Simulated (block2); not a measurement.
**InHCl (SMILES [Cl][InH]): DMRG/STO-3G**

Aim: the vertical ionisation energy of InHCl at DMRG/STO-3G, from 2 runs. 

The results are computed with block2 0.5.4.

4 further runs of the same task are left out: 1 that didn't finish, 3 set aside as unsound or not needed.

## 1. Starting point

InHCl: 3 atoms, total charge 0, spin state doublet. SMILES: `[Cl][InH]`. The coordinates come from a PBE0-D4/def2-TZVP relaxation.

Bond lengths: Cl1–In2 2.365 Å, In2–H3 1.773 Å. Angles: Cl1–In2–H3 115.3°.

## 2. A single-point energy at DMRG/STO-3G

prepare.py reads:

```python
from pyscf import ao2mo, cc, dft, gto, mcscf, mp, scf
from pyscf.tools import fcidump

geom = [
    ("Cl", (-1.649800, 0.396800, -0.867400)),
    ("In", (0.409500, 0.542400, 0.286100)),
    ("H", (1.229400, -1.003900, 0.568100)),
]
mol = gto.M(
    atom=geom,
    basis="sto-3g",
    spin=1,
    verbose=4,
)
print("basis functions                = %d" % (mol.nao))
mf = scf.ROHF(mol)
mf.conv_tol = 1e-10
mf.max_cycle = 200
mf.kernel()
if not mf.converged:
    mf = mf.newton().run(mf.mo_coeff, mf.mo_occ)
print("SCF energy                     = %.10f" % (mf.e_tot))
# MP2, CCSD and CCSD(T) with the same frozen core
ref = scf.UHF(mol).run(mf.make_rdm1(), conv_tol=1e-10)
pt = mp.MP2(ref, frozen=23).run()
mycc = cc.CCSD(ref, frozen=23)
mycc.max_cycle = 150
mycc.kernel()
print(f"MP2 total energy               = {pt.e_tot:.10f}")
if mycc.converged:
    print(f"CCSD total energy              = {mycc.e_tot:.10f}")
    print(f"CCSD(T) total energy           = {mycc.e_tot + mycc.ccsd_t():.10f}")
# a few density functionals on the same geometry and basis
ks = dft.UKS(mol, xc="b3lyp").set(conv_tol=1e-9, verbose=3).run(mf.make_rdm1())
if ks.converged:
    print("E(B3LYP)                       = %.8f" % (ks.e_tot))
ks = dft.UKS(mol, xc="pbe0").set(conv_tol=1e-9, verbose=3).run(mf.make_rdm1())
if ks.converged:
    print("E(PBE0)                        = %.8f" % (ks.e_tot))
ks = dft.UKS(mol, xc="revpbe").set(conv_tol=1e-9, verbose=3).run(mf.make_rdm1())
if ks.converged:
    print("E(revPBE)                      = %.8f" % (ks.e_tot))
ks = dft.UKS(mol, xc="pbe").set(conv_tol=1e-9, verbose=3).run(mf.make_rdm1())
if ks.converged:
    print("E(PBE)                         = %.8f" % (ks.e_tot))
# natural orbitals of MP2 give a compact matrix product state
occ_no, mo = mcscf.addons.make_natural_orbitals(mp.MP2(mf.to_uhf(), frozen=23).run())
mf.mo_coeff = mo
# FCIDUMP for the DMRG program
cas = mcscf.CASCI(mf, 14, 21)
h1, ecore = cas.get_h1eff()
fcidump.from_integrals("FCIDUMP", h1, cas.get_h2eff(), 14, 21, nuc=ecore, ms=1)
# exact diagonalisation in the same space
ci = mcscf.CASCI(mf, 14, (11, 10))
ci.fix_spin_(ss=0.75)
ci.fcisolver.conv_tol = 1e-10
ci.fcisolver.max_cycle = 200
ci.kernel()
print(f"exact diagonalisation          = {ci.e_tot:.10f}")
```

dmrg.conf reads:

```
sym c1
orbitals FCIDUMP
nelec 21
spin 1
irrep 1
occ 2 2 2 2 2 2 2 2 2 2 1 0 0 0
cbias 0.1
schedule
0 100 1E-09 1E-04
4 200 1E-09 1E-05
8 200 1E-10 0.0
end
maxiter 14
sweep_tol 1E-06
gaopt default
mem 1g
num_thrds 1
prefix ./tmp
outputlevel 2
onepdm
```

Command:

```bash
$ python prepare.py && block2main dmrg.conf
```

Output:

```text
$ python prepare.py

[INPUT] verbose = 4
[INPUT] num. atoms = 3
[INPUT] num. electrons = 67
[INPUT] charge = 0
[INPUT] spin (= nelec alpha-beta = 2S) = 1
[INPUT] symmetry False subgroup None
[INPUT] Mole.unit = angstrom
[INPUT] Symbol           X                Y                Z      unit          X                Y                Z       unit  Magmom
[INPUT]  1 Cl    -1.649800000000   0.396800000000  -0.867400000000 AA   -3.117670160307   0.749843326227  -1.639148440448 Bohr   0.0
[INPUT]  2 In     0.409500000000   0.542400000000   0.286100000000 AA    0.773842848009   1.024987449964   0.540650644238 Bohr   0.0
[INPUT]  3 H      1.229400000000  -1.003900000000   0.568100000000 AA    2.323229297540  -1.897096056451   1.073553411365 Bohr   0.0

[... 49 lines left out ...]
SCF energy                     = -6138.0746184976
[... 269 lines left out ...]
 <-- Site =   10-  11 .. Mmps =   22 Ndav =   1 E =  -6138.1069988372 Error = 0.00e+00 FLOPS = 1.15e+09 Tdav = 0.00 T = 0.02
[... 46 lines left out ...]
 <-- Site =    7-   8 .. Mmps =  100 Ndav =   3 E =  -6138.1081534436 Error = 6.95e-10 FLOPS = 2.71e+09 Tdav = 0.05 T = 0.10
[... 46 lines left out ...]
 <-- Site =    4-   5 .. Mmps =  200 Ndav =   4 E =  -6138.1081671596 Error = 5.79e-08 FLOPS = 3.80e+09 Tdav = 1.06 T = 1.47
[... 46 lines left out ...]
 <-- Site =    1-   2 .. Mmps =   85 Ndav =   1 E =  -6138.1081670473 Error = 2.90e-14 FLOPS = 1.32e+09 Tdav = 0.00 T = 0.06
[... 76 lines left out ...]
 <-- Site =    5-   6 .. Nterms =           17 Error =  0.000000001846/ 0.000000000000 FLOPS = 3.91e+09 Tmult = 0.01 T = 0.04
 <-- Site =    4-   5 .. Nterms =           19 Error =  0.000000035040/ 0.000000000000 FLOPS = 3.82e+09 Tmult = 0.01 T = 0.05
 <-- Site =    3-   4 .. Nterms =           21 Error =  0.000000000000/ 0.000000000000 FLOPS = 3.05e+09 Tmult = 0.00 T = 0.04
 <-- Site =    2-   3 .. Nterms =           23 Error =  0.000000000000/ 0.000000000000 FLOPS = 1.98e+09 Tmult = 0.00 T = 0.04
 <-- Site =    1-   2 .. Nterms =           25 Error =  0.000000000000/ 0.000000000000 FLOPS = 1.52e+09 Tmult = 0.00 T = 0.03
 <-- Site =    0-   1 .. Nterms =           27 Error =  0.000000000000/ 0.000000000000 FLOPS = 9.03e+08 Tmult = 0.00 T = 0.02
[... 7 lines left out ...]
NPDM Sorting | Nsites =    14 | Nmaxops =  2 | DotSite = 2 | SymbolFree = T | Compressed = T | LowMem = F | Mem = 1.53 KB
 Site =     0 ..  T = 0.000
 Site =     1 ..  T = 0.000
 Site =     2 ..  T = 0.000
 Site =     3 ..  T = 0.000
 Site =     4 ..  T = 0.000
 Site =     5 ..  T = 0.000
 Site =     6 ..  T = 0.000
 Site =     7 ..  T = 0.000
 Site =     8 ..  T = 0.000
 Site =     9 ..  T = 0.000
 Site =    10 ..  T = 0.000
 Site =    11 ..  T = 0.000
 Site =    12 ..  T = 0.000
Ttotal =      0.001

DMRG OCC =   2.000 2.000 2.000 1.999 2.000 1.999 1.997 1.993 1.984 1.958 1.000 0.034 0.016 0.020
```

Wall time 63 s (1 thread of Arm Neoverse V1, shared host); peak memory 0.28 GiB.

## 3. The singlet cation: a single-point energy at DMRG/STO-3G

prepare.py reads:

```python
from pyscf import ao2mo, cc, dft, gto, mcscf, mp, scf
from pyscf.tools import fcidump

mol = gto.M(atom="""
Cl
In 1 2.364842
H 2 1.772795 1 115.25343
""", basis="sto-3g", charge=1, verbose=3, max_memory=2000)
print("nao = %d" % (mol.nao))
mf = scf.RHF(mol)
mf.conv_tol = 1e-10
mf.max_cycle = 200
mf.kernel()
if not mf.converged:
    mf = mf.newton().run(mf.mo_coeff, mf.mo_occ)
print(f"reference energy = {mf.e_tot:.10f}")
ref = mf
pt = mp.MP2(ref, frozen=23).run()
mycc = cc.CCSD(ref, frozen=23)
mycc.max_cycle = 150
mycc.kernel()
print("MP2 total energy = %.10f" % (pt.e_tot))
if mycc.converged:
    print(f"CCSD total energy = {mycc.e_tot:.10f}")
    print("CCSD(T) total energy = %.10f" % (mycc.e_tot + mycc.ccsd_t()))
    print(f"T1 = {mycc.get_t1_diagnostic():.4f}")
ks = dft.RKS(mol, xc="b3lyp").set(conv_tol=1e-9, verbose=3).run()
if ks.converged:
    print(f"E(B3LYP) = {ks.e_tot:.8f}")
ks = dft.RKS(mol, xc="pbe0").set(conv_tol=1e-9, verbose=3).run()
if ks.converged:
    print(f"E(PBE0) = {ks.e_tot:.8f}")
ks = dft.RKS(mol, xc="revpbe").set(conv_tol=1e-9, verbose=3).run()
if ks.converged:
    print("E(revPBE) = %.8f" % (ks.e_tot))
ks = dft.RKS(mol, xc="pbe").set(conv_tol=1e-9, verbose=3).run()
if ks.converged:
    print(f"E(PBE) = {ks.e_tot:.8f}")
occ_no, mo = mcscf.addons.make_natural_orbitals(mp.MP2(mf, frozen=23).run())
mf.mo_coeff = mo
cas = mcscf.CASCI(mf, 14, 20)
h1, ecore = cas.get_h1eff()
fcidump.from_integrals("FCIDUMP", h1, cas.get_h2eff(), 14, 20, nuc=ecore, ms=0)
ci = mcscf.CASCI(mf, 14, (10, 10))
ci.fix_spin_(ss=0)
ci.fcisolver.conv_tol = 1e-10
ci.fcisolver.max_cycle = 200
ci.kernel()
print(f"E(FCI) = {ci.e_tot:.10f}")
```

dmrg.conf reads:

```
sym c1
orbitals FCIDUMP
nelec 20
spin 0
irrep 1
occ 2 2 2 2 2 2 2 2 2 2 0 0 0 0
cbias 0.1
schedule
0 50 1E-08 1E-04
3 75 1E-08 1E-04
6 100 1E-08 1E-05
10 100 1E-09 0.0
end
maxiter 16
sweep_tol 1E-06
fiedler
mem 1g
num_thrds 1
prefix ./tmp
outputlevel 1
onepdm
```

Command:

```bash
$ python prepare.py && block2main dmrg.conf
```

Output:

```text
$ python prepare.py
[... 2 lines left out ...]
reference energy = -6137.8769598553
[... 4 lines left out ...]
CCSD total energy = -6137.9241149161
[... 3 lines left out ...]
converged SCF energy = -6140.42774172146
[... 3 lines left out ...]
converged SCF energy = -6140.02311606147
[... 43 lines left out ...]
integral sym error =            0
[... 49 lines left out ...]
DMRG Energy = -6137.927047023261366
[... 19 lines left out ...]
Expectation | Direction = backward | BRA bond dimension =  100 | KET bond dimension =  100
Time elapsed =      0.097
NPDM Sorting | Nsites =    14 | Nmaxops =  2 | DotSite = 2 | SymbolFree = T | Compressed = T | LowMem = F | Mem = 1.53 KB
Ttotal =      0.000

DMRG OCC =   2.000 2.000 2.000 1.999 1.999 1.999 1.987 1.988 1.952 1.930 0.084 0.028 0.017 0.017
```

Run time: 74 s. Hardware: 1 thread of Arm Neoverse V1, shared host; peak memory 0.35 GiB.

## 4. What came out

Level: DMRG/STO-3G, 23 core orbitals frozen.

```
                                          quantity           value
                  run 1, DMRG/STO-3G: total energy  -6138.10817 Eh
                      singlet cation: total energy  -6137.92705 Eh
    singlet cation: T1 diagnostic of the CCSD step           0.020
vertical ionisation energy (to the singlet cation)        4.929 eV
```

**Reading.** Removing an electron at fixed nuclei costs 4.93 eV (114 kcal/mol). Only the singlet of the ionised species was computed; a triplet could lie lower. In a minimal basis such a difference can be off by several eV, whatever the method. Relativity is left out (run 1, DMRG/STO-3G) although the molecule holds a heavy atom. Relativity is left out (singlet cation) although the molecule holds a heavy atom.
